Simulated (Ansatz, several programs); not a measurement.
Ag2HgSiSe4 (kesterite), relaxed with PBE in Ansatz (plane waves, PAW): the symmetry is I-4 (No. 82, tetragonal); a = 6.065 Å, c = 11.616 Å in the conventional setting, 26.71 Å³ an atom. Ag has 4 Se at 2.71 Å; Ag has 4 Se at 2.65 Å; Hg has 4 Se at 2.71 Å; Si has 4 Se at 2.32 Å; Se has 1 Si at 2.32 Å and 2 Ag at 2.65–2.71 Å and 1 Hg at 2.71 Å. The cell was then scaled with its shape and fractional coordinates held, which makes it stiffer than a relaxed compression. (Calculated; spin-unpolarised; the phase may be known or hypothetical.)

| V (Å³/atom) | E (meV/atom) |
| --- | --- |
| 25.105 | 17.04 |
| 25.906 | 4.01 |
| 26.707 | 0.00 |
| 28.310 | 13.49 |

(1) Pass a cubic E = c₀ + c₁u + c₂u² + c₃u³, with u = V − 26.507 Å³, through these points.

(2) Where is the minimum, and what bulk modulus follows?

(3) Predict the energy and the pressure at the withheld volume, 27.509 Å³.

Results:

(1) c₀ = 0.23, c₁ = -2.387, c₂ = 6.216, c₃ = -0.4512 (meV and Å³).

(2) dE/du = 0 at u = +0.196, so V₀ = 26.70 Å³. B = V₀ d²E/dV² = 26.70 × (2c₂ + 6c₃u) = 26.70 × 11.900 = 318 meV/Å³, and 1 meV/Å³ is 0.16022 GPa: 51 GPa. A third-order Birch-Murnaghan fit to all five points gives 26.71 Å³ and 50 GPa.

(3) With u = +1.002: E ≈ 3.63 meV and P = −dE/dV ≈ -1.40 GPa. The run gives 3.56 meV and, from its stress, -1.39 GPa.
